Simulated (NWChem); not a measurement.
**BSiH4O2F (SMILES OB(F)O[SiH3]): levels of theory compared**

Wanted: a comparison of 6 runs (HF/STO-3G, HF/3-21G, M06-2X/6-31G*, PBE/6-31G*, PBE0/6-31G*, B3LYP/6-31G*) of BSiH4O2F. 

The calculation is run with NWChem 7.3.0.

1 further run of the same task is left out (set aside as unsound or not needed).

## Step 1: The system as given

BSiH4O2F: 9 atoms, total charge 0, spin state singlet. As SMILES, `OB(F)O[SiH3]`. The coordinates come from a PBE0-D4/def2-TZVP relaxation. This is one conformer, not always the lowest.

Bond lengths: O1–B2 1.359 Å, B2–F3 1.334 Å, B2–O4 1.348 Å, O4–Si5 1.655 Å, O1–H6 0.960 Å, Si5–H7 1.480 Å, Si5–H8 1.484 Å, Si5–H9 1.484 Å. Some angles: O1–B2–F3 120.0°, O1–B2–O4 121.1°, F3–B2–O4 118.9°, B2–O4–Si5 131.9°, B2–O1–H6 113.4°, O4–Si5–H7 106.4°, O4–Si5–H8 110.2°, O4–Si5–H9 110.2°, H7–Si5–H8 110.1°, H7–Si5–H9 110.1°.

## Step 2: Energy and forces at HF/STO-3G (run 1)

Contents of mymol.xyz:

```xyz
9

O     -1.614100     0.556700     0.394000
B     -0.395400     1.157100     0.352700
F     -0.277300     2.450800     0.657900
O      0.708900     0.466900     0.006200
Si     0.934200    -1.114900    -0.425000
H     -2.322500     1.149900     0.654100
H      2.381900    -1.273900    -0.690900
H      0.154500    -1.427600    -1.647800
H      0.518200    -2.011000     0.681800
```

Contents of mymol.nw:

```
start mymol
memory 2200 mb
geometry units angstrom noautosym nocenter noautoz
   load format xyz mymol.xyz
end
basis spherical bse
   * library STO-3G
end
scf
   thresh 1e-08
   maxiter 80
end
task scf gradient
```

On the command line:

```sh
nwchem mymol.nw > mymol.out
```

Log:

```text
[...]
  functions       =    33
[...]
  wavefunction    = RHF
[...]
         Total SCF energy =   -558.220686595861
      One-electron energy =  -1220.871213666745
      Two-electron energy =    440.544285881614
 Nuclear repulsion energy =    222.106241189269
        Time for solution =      2.5s
[...]
                         RHF ENERGY GRADIENTS
    atom               coordinates                        gradient
                 x          y          z           x          y          z
   1 O      -3.050207   1.052010   0.744552   -0.014119   0.024379   0.008318
   2 B      -0.747198   2.186602   0.666506   -0.021776  -0.005464   0.002079
   3 F      -0.524021   4.631340   1.243251    0.002134   0.013554   0.003049
   4 O       1.339627   0.882313   0.011716    0.013646  -0.016441  -0.006271
   5 Si      1.765382  -2.106856  -0.803134   -0.000750   0.029181   0.007414
   6 H      -4.388889   2.172996   1.236070    0.016362  -0.018756  -0.007270
   7 H       4.501138  -2.407322  -1.305612    0.030155  -0.002657  -0.005377
   8 H       0.291963  -2.697773  -3.113890   -0.016649  -0.005753  -0.025496
   9 H       0.979256  -3.800239   1.288415   -0.009002  -0.018044   0.023554
[...]
```

It took 4.2 s on 1 thread of Intel Xeon Platinum 8259CL at 2.50GHz (Skylake/Cascade Lake), shared host; peak memory 0.099 GiB.

## Step 3: Energy and forces at HF/3-21G (run 2)

Contents of test.nw:

```
START test
TITLE "BFH4O2Si gradient"
memory 2200 mb
charge 0

GEOMETRY units bohr noautosym nocenter noautoz
   O     -3.05020694     1.05201053     0.74455209
   B     -0.74719771     2.18660210     0.66650640
   F     -0.52402105     4.63134079     1.24325082
   O      1.33962685     0.88231313     0.01171630
   Si     1.76538215    -2.10685566    -0.80313360
   H     -4.38888892     2.17299607     1.23606986
   H      4.50113866    -2.40732211    -1.30561178
   H      0.29196269    -2.69777302    -3.11389071
   H      0.97925608    -3.80023924     1.28841527
END

BASIS spherical bse
   O library 3-21G
   B library 3-21G
   F library 3-21G
   Si library 3-21G
   H library 3-21G
END

SCF
   thresh 1e-08
   maxiter 80
END

TASK scf gradient
```

On the command line:

```sh
nwchem test.nw > test.out
```

Log:

```text
[...]
  functions       =    57
[...]
  wavefunction    = RHF
[...]
         Total SCF energy =   -562.292831488721
      One-electron energy =  -1221.246341124942
      Two-electron energy =    436.847284637945
 Nuclear repulsion energy =    222.106224998276
        Time for solution =      2.8s
[...]
                         RHF ENERGY GRADIENTS
    atom               coordinates                        gradient
                 x          y          z           x          y          z
   1 O      -3.050207   1.052011   0.744552    0.009850  -0.001827  -0.002018
   2 B      -0.747198   2.186602   0.666506   -0.020324   0.000519   0.003351
   3 F      -0.524021   4.631341   1.243251    0.003483  -0.018576  -0.005205
   4 O       1.339627   0.882313   0.011716    0.004966  -0.009456  -0.003162
   5 Si      1.765382  -2.106856  -0.803134   -0.009766   0.021264   0.006857
   6 H      -4.388889   2.172996   1.236070    0.011846   0.003823  -0.000902
   7 H       4.501139  -2.407322  -1.305612    0.001203   0.002130   0.000342
   8 H       0.291963  -2.697773  -3.113891   -0.000706   0.001199  -0.000161
   9 H       0.979256  -3.800239   1.288415   -0.000552   0.000925   0.000897
[...]
```

It took 4.8 s on 1 thread of Intel Xeon Platinum 8259CL at 2.50GHz (Skylake/Cascade Lake), shared host; peak memory 0.099 GiB.

Runs 3 to 4 aren't shown in full; the table further down has their settings and results.

## Step 4: Energy and forces at PBE0/6-31G(d) (spherical functions) (run 5)

Contents of sp.xyz:

```xyz
9
BFH4O2Si PBE0
O     -1.614100     0.556700     0.394000
B     -0.395400     1.157100     0.352700
F     -0.277300     2.450800     0.657900
O      0.708900     0.466900     0.006200
Si     0.934200    -1.114900    -0.425000
H     -2.322500     1.149900     0.654100
H      2.381900    -1.273900    -0.690900
H      0.154500    -1.427600    -1.647800
H      0.518200    -2.011000     0.681800
```

Contents of run.py:

```python
from ase.io import read
from ase.calculators.nwchem import NWChem

atoms = read('sp.xyz')

calc = NWChem(
    label='sp',
    theory='dft',
    memory='2200 mb',
    basis='6-31G*',
    basispar='spherical bse',
    dft={'xc': 'pbe0', 'mult': '1', 'grid': 'xfine', 'convergence': 'energy 1e-08', 'iterations': '100', 'mulliken': None},
)
atoms.calc = calc

forces = atoms.get_forces()
print("Total energy (eV):", round(atoms.get_potential_energy(), 6))
print("forces (eV/A):")
for s, f in zip(atoms.symbols, forces):
    print(f"{s:2s} {f[0]:10.5f} {f[1]:10.5f} {f[2]:10.5f}")
print("dipole (e A):", atoms.get_dipole_moment().round(4))
```

On the command line:

```sh
export ASE_NWCHEM_COMMAND="nwchem PREFIX.nwi > PREFIX.nwo"
python run.py
```

Log:

```text
Total energy (eV): -15423.180232
forces (eV/A):
O     0.08150   -0.30190   -0.08793
B    -0.11138    0.05944    0.03142
F     0.00602    0.10346    0.02530
O     0.13807    0.34432    0.06495
Si   -0.05960   -0.21489   -0.04417
H    -0.10886    0.19911    0.06685
H     0.06150   -0.03965   -0.01944
H    -0.01193   -0.06222   -0.06999
H     0.00458   -0.08767    0.03306
dipole (e A): [-0.2706 -0.0875  0.0208]
```

The calculator wrote sp.nwi:

```
title "sp"

permanent_dir sp

scratch_dir sp

start sp

geometry units angstrom nocenter noautosym noautoz
  O  -1.6141000000000001e+00 5.5669999999999997e-01 3.9400000000000002e-01
  B  -3.9539999999999997e-01 1.1571000000000000e+00 3.5270000000000001e-01
  F  -2.7729999999999999e-01 2.4508000000000001e+00 6.5790000000000004e-01
  O  7.0889999999999997e-01 4.6689999999999998e-01 6.1999999999999998e-03
  Si 9.3420000000000003e-01 -1.1149000000000000e+00 -4.2499999999999999e-01
  H  -2.3224999999999998e+00 1.1498999999999999e+00 6.5410000000000001e-01
  H  2.3818999999999999e+00 -1.2739000000000000e+00 -6.9089999999999996e-01
  H  1.5450000000000000e-01 -1.4276000000000000e+00 -1.6477999999999999e+00
  H  5.1819999999999999e-01 -2.0110000000000001e+00 6.8179999999999996e-01
end

memory 2200 mb

basis spherical bse noprint
   * library 6-31G*
end

dft
  xc pbe0
  mult 1
  grid xfine
  convergence energy 1e-08
  iterations 100
  mulliken
end

task dft gradient
```

sp.nwo:

```text
Northwest Computational Chemistry Package (NWChem) 7.3.0
             --------------------------------------------------------

           Job information
           ---------------

    nwchem branch   = 7.3.0
    use scalapack   = T
    input           = sp.nwi
    prefix          = sp.
    data base       = sp/sp.db
    status          = startup
    nproc           =        1

           Memory information
           ------------------

[... 5 lines left out ...]
    hardfail = no
[... 107 lines left out ...]
  convergence criterion.
[... 43 lines left out ...]
          Spatial weights used:  Erf1
[... 32 lines left out ...]
 1-e energy   =   -1222.025444
[... 43 lines left out ...]
           Coulomb energy =      490.777368275958
[... 642 lines left out ...]
          Convergence on density requested:  1.00D-05
[... 29 lines left out ...]
          total energy or number of iterations.
[... 36 lines left out ...]
                 ----------------------------------------
                 |  Time  |  1-e(secs)   |  2-e(secs)   |
                 ----------------------------------------
                 |  CPU   |       0.02   |       7.48   |
                 ----------------------------------------
                 |  WALL  |       0.02   |       7.48   |
                 ----------------------------------------

 Task  times  cpu:       60.7s     wall:       60.7s
 Total times  cpu:       60.7s     wall:       60.7s
```

Run time: 62 s. Hardware: 1 thread of Intel Xeon Platinum 8259CL at 2.50GHz (Skylake/Cascade Lake), shared host; peak memory 0.14 GiB.

## Step 5: Energy and forces at B3LYP/6-31G(d) (Cartesian functions) (run 6)

Contents of struct.nw:

```
start struct
title "BFH4O2Si B3LYP"
memory stack 880 mb heap 220 mb global 1100 mb

geometry units angstrom noautosym nocenter noautoz
O       -1.614100       0.556700       0.394000
B       -0.395400       1.157100       0.352700
F       -0.277300       2.450800       0.657900
O        0.708900       0.466900       0.006200
Si       0.934200      -1.114900      -0.425000
H       -2.322500       1.149900       0.654100
H        2.381900      -1.273900      -0.690900
H        0.154500      -1.427600      -1.647800
H        0.518200      -2.011000       0.681800
end

basis "ao basis" cartesian
* library 6-31G*
end

dft
xc b3lyp
grid xfine
convergence energy 1e-08
maxiter 100
mulliken
end

task dft gradient
```

On the command line:

```sh
nwchem struct.nw > struct.out
```

Log:

```text
[...]
          Wavefunction type:  closed shell.
          No. of atoms     :     9
          No. of electrons :    48
[...]
          Charge           :     0
          Spin multiplicity:     1
[...]
          AO basis - number of functions:    87
[...]
              XC Information
              --------------
                         B3LYP Method XC Potential
                     Hartree-Fock (Exact) Exchange  0.200
                        Slater Exchange Functional  0.800 local
                    Becke 1988 Exchange Functional  0.720 non-local
              Lee-Yang-Parr Correlation Functional  0.810
                  VWN I RPA Correlation Functional  0.190 local
[...]
 d= 0,ls=0.0,diis     1   -567.1263542687 -7.89D+02  1.45D-02  1.06D+00     5.2
[...]
 d= 0,ls=0.0,diis    10   -567.2354539542 -6.77D-10  1.86D-07  5.30D-10    46.2
         Total DFT energy =     -567.235453954181
      One electron energy =    -1225.706240676047
           Coulomb energy =      490.688553097678
    Exchange-Corr. energy =      -54.324007565081
 Nuclear repulsion energy =      222.106241189269
[...]
      Total Density - Mulliken Population Analysis
     ---------------------------------------------
    Atom       Charge   Shell Charges
 -----------   ------   -------------------------------------------------------
    1 O    8     8.57   1.99  0.90  2.97  0.90  1.79  0.03
    2 B    5     4.43   1.99  0.50  1.41  0.07  0.28  0.17
    3 F    9     9.24   1.99  0.96  3.34  0.88  2.00  0.07
    4 O    8     8.50   1.99  0.89  3.00  0.87  1.73  0.02
    5 Si  14    13.44   2.00  1.99  5.96  1.02  1.79  0.22  0.27  0.20
    6 H    1     0.58   0.47  0.11
    7 H    1     1.08   0.52  0.56
    8 H    1     1.08   0.52  0.57
    9 H    1     1.08   0.52  0.57
[...]
  wavefunction    = closed shell
[...]
```

Run time: 59 s. Hardware: 1 thread of Intel Xeon Platinum 8259CL at 2.50GHz (Skylake/Cascade Lake), shared host; peak memory 0.15 GiB.

## Step 6: All runs side by side

```csv
run,level,iteration cap,module,energy (Eh),dipole moment (D),HOMO energy (eV),LUMO energy (eV),wall time
1,HF/STO-3G,80,scf,-558.220687,1.03,-9.45,10.60,4.2 s
2,HF/3-21G,80,scf,-562.292831,1.79,-12.60,4.21,4.8 s
3,M06-2X/6-31G* (spherical functions),100,dft,-567.085504,1.37,-10.41,1.36,71 s
4,PBE/6-31G* (spherical functions),100,dft,-566.745637,1.35,-7.42,-0.30,59 s
5,PBE0/6-31G* (spherical functions),100,dft,-566.791424,1.37,-9.01,0.56,62 s
6,B3LYP/6-31G* (Cartesian functions),100,dft,-567.235454,1.36,-8.73,0.33,59 s
```

## Step 7: Summary of results

```
                       quantity          value
            run 6: total energy  -567.23545 Eh
           run 6: dipole moment         1.36 D
             run 6: HOMO energy       -8.73 eV
             run 6: LUMO energy        0.33 eV
           run 6: HOMO–LUMO gap        9.07 eV
run 6: largest force on an atom     0.441 eV/Å
```

The dipole moment (its size) runs from 1.03 D (HF/STO-3G) to 1.79 D (HF/3-21G). The HOMO–LUMO gap runs from 7.12 eV (PBE/6-31G*) to 20.05 eV (HF/STO-3G). The two ends differ in method and basis. Totals of different functionals can't be ranked against each other. In run 1 the basis is minimal, so the values are rough. All runs together took 4.4 min, the longest 71 s.
